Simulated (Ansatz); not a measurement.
# CH₄BrInO: how energies converge with the basis set

An exercise on one series of results from a longer session: the logs are not shown, and one member is left open.

Program: Ansatz 0.2.0, Gaussian basis. Level of theory: one geometry, several basis sets. These are calculated values, not measurements.

The runs, in order: PBE0-D4/def2-SVP; ωB97M-V/def2-SVP; PBE0-D4/def2-QZVPP; ωB97M-V/def2-QZVPP; the functionals' def2-TZVPP values are taken from earlier runs.

**Structure used throughout**

An earlier PBE0-D4 in a triple-zeta def2 set relaxation fixed the geometry. In takes the def2 core potential; no spin-orbit term is included.

SMILES `[CH3][In]([OH])[Br]`, 8 atoms, charge 0, spin multiplicity 1.

Atoms are counted from 1 here; the program's logs count them from 0.

Bond lengths: C1–In2 2.123 Å, C1–H5 1.090 Å, C1–H6 1.090 Å, C1–H7 1.088 Å, In2–O3 1.976 Å, In2–Br4 2.486 Å, O3–H8 0.961 Å. Angles: In2–C1–H5 109.2°, In2–C1–H6 109.1°, In2–C1–H7 109.4°, H5–C1–H6 109.1°, H5–C1–H7 110.1°, H6–C1–H7 109.9°, C1–In2–O3 125.9°, C1–In2–Br4 124.1°, O3–In2–Br4 110.0°, In2–O3–H8 111.8°.

Set-up of the first run:

The input, in.yaml:

```yaml
crystal:
  periodic: [false, false, false]
  atoms:
    - {symbol: C, position_ang: [-0.552802, 1.382809, 0.183223]}
    - {symbol: In, position_ang: [0.087203, -0.622693, -0.094719]}
    - {symbol: O, position_ang: [1.961745, -1.243234, -0.160245]}
    - {symbol: Br, position_ang: [-1.455283, -2.549864, -0.385742]}
    - {symbol: H, position_ang: [-0.088972, 2.015464, -0.573065]}
    - {symbol: H, position_ang: [-0.242343, 1.722340, 1.171225]}
    - {symbol: H, position_ang: [-1.636501, 1.431018, 0.098069]}
    - {symbol: H, position_ang: [2.019154, -2.192942, -0.294646]}
basis:
  gaussian: {orbitals: def2-SVP}
hamiltonian: {xc: pbe0, dispersion: d4}
output: {orbitals: {seedname: orbitals}}
```

Command:

```
$ ansatz run in.yaml --threads 2 --pin off --events-out ev --progress --plain --max-ram 22528MiB --backend cpu
```

Among the steps run: PBE0-D4 in def2-SVP; ωB97M-V in def2-SVP; PBE0-D4 in def2-QZVPP; ωB97M-V in def2-QZVPP.

One of the session's tables, all rows but one given; the rest of the session is left out.

It belongs to the step «Functionals by basis». 

| functional | basis | HOMO (eV) |
| --- | --- | --- |
| PBE0-D4 | def2-SVP | -7.86 |
| PBE0-D4 | def2-TZVPP | ? |
| PBE0-D4 | def2-QZVPP | -8.02 |
| ωB97M-V | def2-SVP | -10.05 |
| ωB97M-V | def2-TZVPP | -10.22 |
| ωB97M-V | def2-QZVPP | -10.24 |

Estimate the missing values for PBE0-D4, def2-TZVPP.

As computed: HOMO (eV): -8.00. In the column «HOMO (eV)» it lies between PBE0-D4, def2-QZVPP (-8.02) and PBE0-D4, def2-SVP (-7.86).
